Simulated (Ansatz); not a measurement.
# CH4O2Si: short molecular-dynamics run from a Python script

How does CH4O2Si move over a short run? Aim: a short molecular-dynamics run, for CH4O2Si, run from a script. SMILES: O=CO[SiH3].

Program: Ansatz 0.2.0, driven from Python. Level of theory: BLYP+D3(BJ)/6-31G. These are calculated values, not measurements.

### Step 1. The structure

Bond lengths: O1–C2 1.252 Å, C2–O3 1.380 Å, O3–Si4 1.557 Å, C2–H5 1.112 Å, Si4–H6 1.529 Å, Si4–H7 1.491 Å, Si4–H8 1.498 Å. Angles: O1–C2–O3 129.3°, O1–C2–H5 122.0°, O3–C2–H5 108.6°, C2–O3–Si4 121.4°, O3–Si4–H6 109.1°, O3–Si4–H7 113.5°, O3–Si4–H8 111.6°, H6–Si4–H7 106.7°, H6–Si4–H8 104.9°, H7–Si4–H8 110.6°.

The script holds or builds the structure itself.

### Step 2. Script

Contents of md.py:

```python
# -*- coding: utf-8 -*-
from dataclasses import dataclass

import ansatz as az
from ase import Atoms
import numpy as np


@dataclass(frozen=True)
class RunConfig:
    basis: str = "6-31G"
    xc: str = "blyp"
    vdw: str = "d3bj"
    n_steps: int = 40
    temperature_k: int = 800


settings = RunConfig()

atoms = Atoms(["O", "C", "O", "Si", "H", "H", "H", "H"], positions=[
    [1.5031, -0.2613, 1.3767],
    [1.4483, 0.3055, 0.2621],
    [0.3877, 0.4097, -0.6144],
    [-1.0074, -0.1925, -0.2752],
    [2.339, 0.7822, -0.2016],
    [-1.9701, 0.0947, -1.4279],
    [-0.9871, -1.6725, -0.0915],
    [-1.6213, 0.4771, 0.9161],
])
molecule = az.Crystal.molecule_from_ase(atoms)

setup = molecule.calculation()
setup = setup.basis(gaussian=settings.basis)
setup = setup.functional(settings.xc, dispersion=settings.vdw)
symbols = [site.symbol for site in molecule.cartesian_sites]
start = np.array([site.position_ang for site in molecule.cartesian_sites], dtype=float)
data = setup.relax(force_tolerance=0.02, max_steps=100).run().report
end = np.array(data["positions_ang"])
minimum = az.Crystal.molecule()
for symbol, place in zip(symbols, end):
    minimum = minimum.atom(symbol, place.tolist())

setup = minimum.calculation()
setup = setup.basis(gaussian=settings.basis)
setup = setup.functional(settings.xc, dispersion=settings.vdw)
setup = setup.md("nvt_langevin", timestep=0.25, steps=settings.n_steps, temperature=settings.temperature_k, initial_velocities="maxwell_boltzmann", seed=48, friction=0.02)
frames = []
result = setup.session().plan().execute(on_event=lambda e: frames.append(e["data"]) if e["event"] == "md_step" else None)
print("t (fs)   E_pot (eV)      E_kin (eV)   T (K)   d(0-1) (A)")
for f in frames[::2]:
    xyz = np.array(f["positions_ang"])
    print(f"{f['time_fs']:6.2f} {f['lagrangian_ev']:14.5f} {f['e_kin_ev']:10.5f} {f['temperature_k']:8.1f} {np.linalg.norm(xyz[0] - xyz[1]):9.4f}")
print("mean temperature", round(float(np.mean([f["temperature_k"] for f in frames])), 1), "K")
```

### Step 3. What the engine is handed

The package turns the script's settings into the engine's input (first run):

```yaml
crystal:
  periodic: [false, false, false]
  atoms:
    - { symbol: O, position_ang: [1.5031, -0.2613, 1.3767] }
    - { symbol: C, position_ang: [1.4483, 0.3055, 0.2621] }
    - { symbol: O, position_ang: [0.3877, 0.4097, -0.6144] }
    - { symbol: Si, position_ang: [-1.0074, -0.1925, -0.2752] }
    - { symbol: H, position_ang: [2.339, 0.7822, -0.2016] }
    - { symbol: H, position_ang: [-1.9701, 0.0947, -1.4279] }
    - { symbol: H, position_ang: [-0.9871, -1.6725, -0.0915] }
    - { symbol: H, position_ang: [-1.6213, 0.4771, 0.9161] }
basis:
  gaussian:
    orbitals: "6-31G"
hamiltonian:
  xc: blyp
  dispersion: d3bj
relax:
  f_tol: 0.02
  max_steps: 100
```

### Step 4. The run

Started as:

```console
$ python md.py
```

Log:

```text
t (fs)   E_pot (eV)      E_kin (eV)   T (K)   d(0-1) (A)
  0.00   -13070.44843    0.72386    700.0    1.2452
  0.50   -13070.43905    0.66756    645.6    1.2454
  1.00   -13070.41131    0.62267    602.1    1.2452
  1.50   -13070.36670    0.58950    570.1    1.2456
  2.00   -13070.30879    0.55768    539.3    1.2454
  2.50   -13070.24573    0.47106    455.5    1.2441
  3.00   -13070.18875    0.42605    412.0    1.2432
  3.50   -13070.14193    0.36689    354.8    1.2434
  4.00   -13070.11084    0.34730    335.9    1.2430
  4.50   -13070.09422    0.32246    311.8    1.2421
  5.00   -13070.08820    0.34422    332.9    1.2421
  5.50   -13070.08554    0.30578    295.7    1.2433
  6.00   -13070.08306    0.32373    313.1    1.2451
  6.50   -13070.08073    0.32919    318.3    1.2469
  7.00   -13070.07727    0.29168    282.1    1.2476
  7.50   -13070.07277    0.34256    331.3    1.2482
  8.00   -13070.08451    0.37500    362.6    1.2484
  8.50   -13070.11328    0.35919    347.3    1.2483
  9.00   -13070.14767    0.40357    390.3    1.2473
  9.50   -13070.18118    0.46260    447.4    1.2457
 10.00   -13070.20518    0.42818    414.1    1.2445
mean temperature 415.4 K
```

Run time: 66 s. Hardware: 1 thread of Intel Xeon Platinum 8488C (Sapphire Rapids), shared host; peak memory 0.21 GiB.

### Step 5. Inputs of later runs

The engine's inputs for the other runs:

Run 2, against run 1:

```diff
@@ -4,8 +4,8 @@
-    - { symbol: O, position_ang: [1.5031, -0.2613, 1.3767] }
-    - { symbol: C, position_ang: [1.4483, 0.3055, 0.2621] }
-    - { symbol: O, position_ang: [0.3877, 0.4097, -0.6144] }
-    - { symbol: Si, position_ang: [-1.0074, -0.1925, -0.2752] }
-    - { symbol: H, position_ang: [2.339, 0.7822, -0.2016] }
-    - { symbol: H, position_ang: [-1.9701, 0.0947, -1.4279] }
-    - { symbol: H, position_ang: [-0.9871, -1.6725, -0.0915] }
-    - { symbol: H, position_ang: [-1.6213, 0.4771, 0.9161] }
+    - { symbol: O, position_ang: [1.4267143400307134, -0.23366727457992784, 1.3321912657678585] }
+    - { symbol: C, position_ang: [1.5203634291053298, 0.3280505718526319, 0.22480764849862947] }
+    - { symbol: O, position_ang: [0.4880566318424139, 0.45766870392074827, -0.6782355718716376] }
+    - { symbol: Si, position_ang: [-1.1358424043877642, -0.2347875567142674, -0.23974564134841478] }
+    - { symbol: H, position_ang: [2.4376160861966305, 0.7908465834507444, -0.17129436481755617] }
+    - { symbol: H, position_ang: [-1.9417922969554462, 0.11366264358995026, -1.4567906112764553] }
+    - { symbol: H, position_ang: [-1.030131983357103, -1.724238381317163, -0.056621424442610216] }
+    - { symbol: H, position_ang: [-1.6727838024747745, 0.4453647097972831, 0.989988699490186] }
@@ -18,3 +18,8 @@
-relax:
-  f_tol: 0.02
-  max_steps: 100
+md:
+  timestep: 0.25
+  n_steps: 40
+  ensemble: nvt_langevin
+  temperature: 800.0
+  friction: 0.02
+  initial_velocities: maxwell_boltzmann
+  seed: 48
```

Lines on the test bed's own set-up are left out of the output.

A comment line of the script is reworded here; the code is as run.

### Step 6. The runs side by side

One row for each of the 2 runs:

| run | kind of run | energy from run 1 (eV) | SCF cycles in all | CPU time (s) |
| --- | --- | --- | --- | --- |
| 1 | relaxation | 0.0000 | 78 | 12 |
| 2 | dynamics | 0.2433 | 308 | 53 |

### Step 7. The relaxation of run 1, step by step

Step by step:

```csv
step,E - E(step 1) (eV),largest force component (eV/Å)
1,0.0000,8.7759
2,-0.6470,4.2165
3,-0.9959,0.5403
4,-0.9692,1.1540
5,-1.0139,0.0973
6,-1.0145,0.0490
7,-1.0146,0.0677
8,-1.0147,0.0060
```

Step 1 is the start. Step 4 was tried and not accepted.

Before: Bond lengths: O1–C2 1.252 Å, C2–O3 1.380 Å, O3–Si4 1.557 Å, C2–H5 1.112 Å, Si4–H6 1.529 Å, Si4–H7 1.491 Å, Si4–H8 1.498 Å. Angles: O1–C2–O3 129.3°, O1–C2–H5 122.0°, O3–C2–H5 108.6°, C2–O3–Si4 121.4°, O3–Si4–H6 109.1°, O3–Si4–H7 113.5°, O3–Si4–H8 111.6°, H6–Si4–H7 106.7°, H6–Si4–H8 104.9°, H7–Si4–H8 110.6°.

After: Bond lengths: O1–C2 1.245 Å, C2–O3 1.378 Å, O3–Si4 1.819 Å, C2–H5 1.101 Å, Si4–H6 1.501 Å, Si4–H7 1.504 Å, Si4–H8 1.504 Å. Angles: O1–C2–O3 124.7°, O1–C2–H5 124.9°, O3–C2–H5 110.4°, C2–O3–Si4 118.4°, O3–Si4–H6 101.3°, O3–Si4–H7 110.1°, O3–Si4–H8 110.1°, H6–Si4–H7 111.5°, H6–Si4–H8 111.5°, H7–Si4–H8 111.9°.

### Step 8. The trajectory

One row in 2:

| time (fs) | T (K) | change of potential energy (meV/atom) | mean square move (Å²) |
| --- | --- | --- | --- |
| 0.0 | 700 | 0.0 | 0.0000 |
| 0.5 | 646 | 1.2 | 0.0002 |
| 1.0 | 602 | 4.6 | 0.0007 |
| 1.5 | 570 | 10.2 | 0.0015 |
| 2.0 | 539 | 17.5 | 0.0026 |
| 2.5 | 456 | 25.3 | 0.0038 |
| 3.0 | 412 | 32.5 | 0.0051 |
| 3.5 | 355 | 38.3 | 0.0063 |
| 4.0 | 336 | 42.2 | 0.0074 |
| 4.5 | 312 | 44.3 | 0.0085 |
| 5.0 | 333 | 45.0 | 0.0094 |
| 5.5 | 296 | 45.4 | 0.0103 |
| 6.0 | 313 | 45.7 | 0.0110 |
| 6.5 | 318 | 46.0 | 0.0118 |
| 7.0 | 282 | 46.4 | 0.0124 |
| 7.5 | 331 | 47.0 | 0.0133 |
| 8.0 | 363 | 45.5 | 0.0140 |
| 8.5 | 347 | 41.9 | 0.0147 |
| 9.0 | 390 | 37.6 | 0.0154 |
| 9.5 | 447 | 33.4 | 0.0160 |
| 10.0 | 414 | 30.4 | 0.0166 |

Positions (Å) and forces (eV/Å) at 10.0 fs:

```xyz
8

O     1.441   -0.278    1.277   -0.292   -0.023    0.752
C     1.512    0.368    0.215    1.511   -1.159    0.802
O     0.537    0.549   -0.651   -2.863    0.158   -1.296
Si   -1.159   -0.223   -0.230    0.855    0.429    1.310
H     2.468    0.695   -0.178    0.496    0.637   -0.205
H    -2.015   -0.036   -1.408   -0.081    0.140   -0.671
H    -0.915   -1.686    0.093   -0.100    0.257   -0.103
H    -1.813    0.556    0.958    0.475   -0.439   -0.589
```

### Step 9. Outcome

| quantity | value |
| --- | --- |
| runs compared | 2 |
| moves of the relaxation of run 1 | 6 |
| energy gained in run 1 | 1.015 eV |
| last largest force component of run 1 | 0.0060 eV/Å |
| length of the run | 40 steps, 10 fs |
| mean temperature, second half | 348 K |
| farthest move | 0.19 Å |

In words: The dearest, run 2 (dynamics), took some 4.2 times as long as run 1 (relaxation). Run 1: The relaxation took 6 moves; the largest shift is 0.140 Å, of atom 4 (Si). The temperature swings between 282 and 700 K, with a mean of 348 K in the second half; from a start near a minimum about half of the kinetic energy passes into potential energy. A run of 10 fs is far too short for averages. Notes:
- The trajectory is only some femtoseconds long, and gives no averages; where the script doesn't relax first, it starts from a rough generated geometry.
- The printed temperature counts all 3N degrees of freedom under Langevin dynamics, so the first row lies under the target.
